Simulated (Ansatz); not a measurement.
# RbTe2: the cost of one run

Method: DFT PBE, scalar-relativistic, plane waves, PAW, in Ansatz 0.2.0.

## 1. The structure to begin with

It takes space group Fm-3m (No. 225, cubic). Conventional cell: a = 7.479 Å, b = 7.479 Å, c = 7.479 Å, α = 90.00°, β = 90.00°, γ = 90.00°. Around Rb (site symmetry m-3m) lie 8 Te at 3.24 Å. Te (site symmetry -43m) is surrounded by 4 Rb at 3.24 Å.

As a file:

```
Rb Te
1.0
     0.00000    3.73944    3.73944
     3.73944    0.00000    3.73944
     3.73944    3.73944    0.00000
Rb Te
1 2
Direct
  0.00000 0.00000 0.00000
  0.25000 0.25000 0.25000
  0.75000 0.75000 0.75000
```

(A quick probe on a coarse mesh, which set the mesh and smearing, is not shown.)

## 3. Rough relaxation on the coarse mesh

The input, input.yaml:

```yaml
crystal:
  lattice:
    - [0.0, 3.7394411081, 3.7394411081]
    - [3.7394411081, 0.0, 3.7394411081]
    - [3.7394411081, 3.7394411081, 0.0]
  atoms:
    - { symbol: Rb, position: [0.0, 0.0, 0.0] }
    - { symbol: Te, position: [0.25, 0.25, 0.25] }
    - { symbol: Te, position: [0.75, 0.75, 0.75] }
basis:
  ecutwfc: 420
kpoints:
  mp_grid: { grid: [4, 4, 4] }
hamiltonian:
  xc: pbe
scf:
  occupations: { method: gaussian, width: 0.1 }
  lower_state_search: "off"
output:
  forces: true
  stress: true
  eigenvalues: true
relax:
  adjacent_minimum: "off"
  f_tol: 0.04
  max_steps: 70
  cell: { stress_tol: 0.4 }
```

Command:

```
ansatz run input.yaml --threads 1 --pin off --max-ram 2560MiB --backend cpu --events-out ev --progress --plain --runs-dir out
```

What time and memory should one allow on 1 thread of Arm Neoverse V2, shared host?

About 6.4 s, with a peak of 0.35 GiB.
